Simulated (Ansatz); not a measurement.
**CdPd: from the listed structure to its properties**

One table from this session's results is given with a row withheld; the runs are named, their logs left out.

Computed with Ansatz 0.2.0 (DFT r2SCAN, scalar-relativistic, plane waves, PAW, unless a step's input says otherwise).

## The starting structure

It takes space group P4/mmm (No. 123, tetragonal). Conventional cell: a = 3.028 Å, b = 3.028 Å, c = 3.631 Å, α = 90.00°, β = 90.00°, γ = 90.00°. Cd (site symmetry 4/mmm) is surrounded by 8 Pd at 2.81 Å and 4 Cd at 3.03 Å. Pd (site symmetry 4/mmm) is surrounded by 8 Cd at 2.81 Å and 4 Pd at 3.03 Å.

Structure file:

```cif
data_structure
_symmetry_space_group_name_H-M 'P 1'
_symmetry_Int_Tables_number 1
_cell_length_a 3.0276
_cell_length_b 3.0276
_cell_length_c 3.6310
_cell_angle_alpha 90.000
_cell_angle_beta 90.000
_cell_angle_gamma 90.000
_cell_volume 33.28
loop_
_atom_site_label
_atom_site_type_symbol
_atom_site_fract_x
_atom_site_fract_y
_atom_site_fract_z
_atom_site_occupancy
Cd1 Cd 0.00000 0.00000 0.00000 1
Pd1 Pd 0.50000 0.50000 0.50000 1
```

Source of the structure: the Crystallography Open Database.

Set-up of the first run:

(A quick probe on a coarse mesh, which set the mesh and smearing, is not shown.)

Input file input.yaml:

```yaml
crystal:
  lattice:
    - [3.0276, 0.0, 0.0]
    - [0.0, 3.0276, 0.0]
    - [0.0, 0.0, 3.631]
  atoms:
    - { symbol: Cd, position: [0.0, 0.0, 0.0] }
    - { symbol: Pd, position: [0.5, 0.5, 0.5] }
basis:
  ecutwfc: 500
kpoints:
  mp_grid: { grid: [14, 14, 12] }
hamiltonian:
  xc: r2scan
scf:
  occupations: { method: gaussian, width: 0.1 }
output:
  forces: true
  stress: true
  eigenvalues: true
  write_density: true
  write_potential: true
  elf: true
  volumetric_format: npy
relax:
  adjacent_minimum: "off"
  f_tol: 0.005
  max_steps: 80
  cell: { stress_tol: 0.05 }
```

The run is started by

```bash
$ ansatz run input.yaml --threads 1 --pin off --max-ram 2560MiB --backend cpu --events-out ev --progress --plain --runs-dir out
```

Steps of the session up to this table: Full relaxation; Static run: bands, density of states and charges; Point at V/V0 = 0.97; Volume × 1.03; The cell scaled to 0.94 of its volume; Volume × 1.06.

One of the session's tables, all rows but one given; the rest of the session is left out.

It belongs to the step «Equation of state». 

```
volume (Å³/atom)  energy above the lowest point (meV/atom)  pressure (GPa)
          15.884                                      27.5            9.33
          16.391                                       6.4            4.23
          16.898                                       0.0            0.01
          17.405                                         ?               ?
          17.912                                      21.4           -6.32
```

Estimate the missing values for volume (Å³/atom) = 17.405.

Worked estimate for «energy above the lowest point (meV/atom)». A straight line through the neighbours (16.898, 0.0) and (17.912, 21.4) gives 0.0 + (21.4 − 0.0) × (17.405 − 16.898) / (17.912 − 16.898) = 10.7; a parabola fitted to 3 rows on both sides gives 5.0.

As computed: energy above the lowest point (meV/atom): 5.7; pressure (GPa): -3.46. In «energy above the lowest point (meV/atom)» the line misses by +5.0 and the parabola by -0.7.
